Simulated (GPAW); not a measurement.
HfB:

```
Hf B
1.0
     0.00000    2.31000    2.31000
     2.31000    0.00000    2.31000
     2.31000    2.31000    0.00000
Hf B
1 1
Cartesian
  2.3100 2.3100 2.3100
  0.0000 0.0000 0.0000
```

Base run:

| Quantity | Value |
| --- | --- |
| Program | GPAW 26.7.0 |
| Functional | r2SCAN |
| Potentials or basis | GPAW PAW data sets (gpaw-data 1.2.1) |
| Cutoff | 800 eV |
| Basis | pw |
| k mesh | 10 × 10 × 10 |
| Occupations | fermi-dirac, width 0.05 eV |
| Spin | no spin polarisation |

Its results: band gap on the k mesh none (metal or under the smearing width); pressure 31.4 GPa.

Task: The run is repeated on the same cell with these changes: hubbard terms from none to Hf d U = 3 eV. What comes out?

Result: Band gap on the k mesh none (metal or under the smearing width); pressure 42.9 GPa.

Caveats: a pressure of tens of GPa on the cell as given is suspect, and the run, the potentials or the cell itself is likely at fault; the PAW data sets were made with another functional, which shifts forces and pressure a little; U without spin polarisation on a metal has little footing (some runs); the U is typed as a test and isn't derived for this compound (some runs).

Not every run made on this cell is shown here.
